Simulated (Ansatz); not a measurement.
# FH3OSeSi: the cost of one run

Method: the settings change from run to run; program: Ansatz 0.2.0, Gaussian basis.

**1. The molecule**

The structure was relaxed beforehand with PBE0-D4/def2-TZVP.

SMILES `O[SiH](F)[SeH]`, 7 atoms, charge 0, spin multiplicity 1.

Atoms are counted from 1 here; the program's logs count them from 0.

Bond lengths: O1–Si2 1.626 Å, O1–H5 0.960 Å, Si2–F3 1.593 Å, Si2–Se4 2.267 Å, Si2–H6 1.471 Å, Se4–H7 1.470 Å. Angles: Si2–O1–H5 118.0°, O1–Si2–F3 111.6°, O1–Si2–Se4 112.8°, O1–Si2–H6 105.8°, F3–Si2–Se4 103.3°, F3–Si2–H6 108.6°, Se4–Si2–H6 114.8°, Si2–Se4–H7 91.2°.

**2. wB97M-V/ANO-RCC-VTZP**

File in.yaml:

```yaml
crystal:
  periodic: [false, false, false]
  atoms:
    - {symbol: O, position_ang: [-0.890869, 1.147606, 0.204435]}
    - {symbol: Si, position_ang: [0.164799, -0.038686, 0.551814]}
    - {symbol: F, position_ang: [-0.400286, -1.018069, 1.673824]}
    - {symbol: Se, position_ang: [0.540014, -1.421484, -1.204600]}
    - {symbol: H, position_ang: [-1.674022, 0.919780, -0.301088]}
    - {symbol: H, position_ang: [1.365177, 0.632520, 1.074824]}
    - {symbol: H, position_ang: [0.956388, -0.289768, -2.044810]}
basis:
  gaussian: {orbitals: ANO-RCC-VTZP}
hamiltonian: {xc: {name: wB97M-V}}
output: {forces: true}
```

The run is started by

```console
$ ansatz run in.yaml --threads 2 --pin off --events-out ev --progress --plain --max-ram 4352MiB
```

What time and memory should one allow on 2 threads of Intel Xeon 6975P-C, shared host?

About 15 s, with a peak of 0.81 GiB.
